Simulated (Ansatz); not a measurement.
# CH6BFGe: the cost of one run

Computed with Ansatz 0.2.0, driven from Python. Level of theory: PBE/def2-SVP.

### Step 1. The system

Bond lengths: C1–B2 1.525 Å, B2–Ge3 1.987 Å, Ge3–F4 1.800 Å, C1–H5 1.121 Å, C1–H6 1.113 Å, C1–H7 1.123 Å, B2–H8 1.142 Å, Ge3–H9 1.607 Å, Ge3–H10 1.554 Å. Angles (14 of 15 angles, heavy atoms first): C1–B2–Ge3 118.9°, B2–Ge3–F4 112.5°, C1–B2–H8 122.3°, Ge3–B2–H8 118.8°, B2–C1–H5 112.6°, B2–C1–H6 114.6°, B2–C1–H7 111.2°, B2–Ge3–H9 110.4°, B2–Ge3–H10 111.2°, F4–Ge3–H9 108.3°, F4–Ge3–H10 107.4°, H5–C1–H6 106.3°, H5–C1–H7 104.9°, H6–C1–H7 106.6°.

The script holds or builds the structure itself.

### Step 2. The code

File scan.py:

```python
'''Potential curve of CH6BFGe along one bond.'''

import logging
import sys

import ansatz as az
import numpy as np

logging.basicConfig(stream=sys.stdout, format='%(name)s: %(message)s')
logger = logging.getLogger('ansatz_job')
logger.setLevel(logging.INFO)

GEOMETRY = '''
C    -1.20470    0.68490   -0.60950
B    -0.56630   -0.51760    0.07720
Ge    1.36090   -0.43880    0.55500
F     2.32980   -1.70770   -0.27540
H    -1.17550    1.60910    0.02390
H    -0.74390    0.95950   -1.58480
H    -2.29550    0.50620   -0.80940
H    -1.15150   -1.47060    0.30630
H     1.55250   -0.61310    2.14140
H     1.97730    0.93690    0.17830
'''

mol = az.Crystal.molecule()
for line in GEOMETRY.strip().splitlines():
    symbol, *xyz = line.split()
    mol = mol.atom(symbol, [float(v) for v in xyz])

symbols = [site.symbol for site in mol.cartesian_sites]
start = np.array([site.position_ang for site in mol.cartesian_sites])
axis = (start[0] - start[1]) / np.linalg.norm(start[0] - start[1])
moving = [0, 4, 5, 6]
lengths, energies = [1.342, 1.403, 1.464, 1.525, 1.586, 1.647, 1.708, 1.799], []
for length in lengths:
    xyz = start.copy()
    xyz[moving] += (length - np.linalg.norm(start[0] - start[1])) * axis
    point = az.Crystal.molecule()
    for symbol, place in zip(symbols, xyz):
        point = point.atom(symbol, place.tolist())
    setup = point.calculation().basis(gaussian='def2-SVP').functional('pbe')
    rep = setup.run().report
    energies.append(rep['free_energy_ev'])
    logger.info(f'r = {length:6.3f} A  E = {energies[-1]:.5f} eV  <S^2> = {abs(rep["mean_field"]["state"]["spin_squared"]):.3f}')

# quartic fit about the minimum
fit = np.polynomial.Polynomial.fit(lengths, np.array(energies) - min(energies), 4).convert()
roots = [r.real for r in fit.deriv().roots() if abs(r.imag) < 1e-9 and fit.deriv(2)(r.real) > 0]
r_e = min(roots, key=lambda r: abs(r - lengths[int(np.argmin(energies))]))
logger.info(f'minimum of the fit at {r_e:.4f} A, force constant {fit.deriv(2)(r_e):.2f} eV/A^2')
```

### Step 3. The calls as engine input

The engine receives this input (first run):

```yaml
crystal:
  periodic: [false, false, false]
  atoms:
    - { symbol: C, position_ang: [-1.1281532832498655, 0.5407154340663585, -0.5271619198115329] }
    - { symbol: B, position_ang: [-0.5663, -0.5176, 0.0772] }
    - { symbol: Ge, position_ang: [1.3609, -0.4388, 0.555] }
    - { symbol: F, position_ang: [2.3298, -1.7077, -0.2754] }
    - { symbol: H, position_ang: [-1.0989532832498654, 1.4649154340663584, 0.10623808018846707] }
    - { symbol: H, position_ang: [-0.6673532832498655, 0.8153154340663585, -1.502461919811533] }
    - { symbol: H, position_ang: [-2.2189532832498657, 0.3620154340663585, -0.7270619198115329] }
    - { symbol: H, position_ang: [-1.1515, -1.4706, 0.3063] }
    - { symbol: H, position_ang: [1.5525, -0.6131, 2.1414] }
    - { symbol: H, position_ang: [1.9773, 0.9369, 0.1783] }
basis:
  gaussian:
    orbitals: def2-SVP
hamiltonian:
  xc: pbe
```

### Step 4. Running it

Command:

```bash
python scan.py
```

What time and memory should one allow on 1 thread of Arm Neoverse V1, shared host?

About 19 s, with a peak of 0.21 GiB.
